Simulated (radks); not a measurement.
# Nb³⁺ in [Kr] 4d2: an all-electron calculation

One table from this session's results is given with a row withheld; the runs are named, their logs left out.

Method: scalar-relativistic Kohn-Sham, r2SCAN, spin-unpolarised, spherical densities, finite nucleus. Code: radks (a radial shooting solver on a logarithmic mesh, Libxc functionals) version 1.

## What is computed

```
element            : niobium (Z = 41)
charge             : +3
electrons          : 38
configuration      : [Kr] 4d2
nuclear rms radius : 4.324 fm
```

The outer shells:

Nb³⁺
```
[Kr] core
4d [↑ ][↑ ][  ][  ][  ]
```

Set-up of the first run:

The run's settings:

```text
Z 41
configuration [Kr] 4d2 5s0 5p0 4f0 5d0
relativity scalar-relativistic
functional r2scan,r2scan
spin unpolarised
nucleus finite rms 4.324 fm
c 137.035999084
```

Started as:

```sh
python run_ks.py task.json out
```

The same process makes all the runs of this session.

One table of the session follows, with a row left open; its other results are not shown here.

It belongs to the step «Orbitals and density». Sizes of the orbitals, from the radial functions (bohr):

| level | <r> | outermost maximum (interpolated) | 90 % within | nodes |
| --- | --- | --- | --- | --- |
| 1s | ? | ? | ? | ? |
| 2s | 0.1579 | 0.133 | 0.244 | 1 |
| 2p | 0.1377 | 0.106 | 0.224 | 0 |
| 3s | 0.4421 | 0.395 | 0.653 | 2 |
| 3p | 0.4451 | 0.389 | 0.673 | 1 |
| 3d | 0.4329 | 0.335 | 0.693 | 0 |
| 4s | 1.151 | 1.03 | 1.67 | 3 |
| 4p | 1.274 | 1.12 | 1.88 | 2 |
| 4d | 1.702 | 1.39 | 2.63 | 1 |
| 5s | 2.831 | 2.61 | 4.05 | 4 |
| 5p | 3.312 | 3.03 | 4.74 | 3 |

**Question.** Estimate the row for 1s.

The run gave: <r>: 0.03610; outermost maximum (interpolated): 0.0235; 90 % within: 0.0647; nodes: 0. In the column «<r>» it is the lowest.

Limits of these values: Spin polarisation and multiplet splitting are left out.
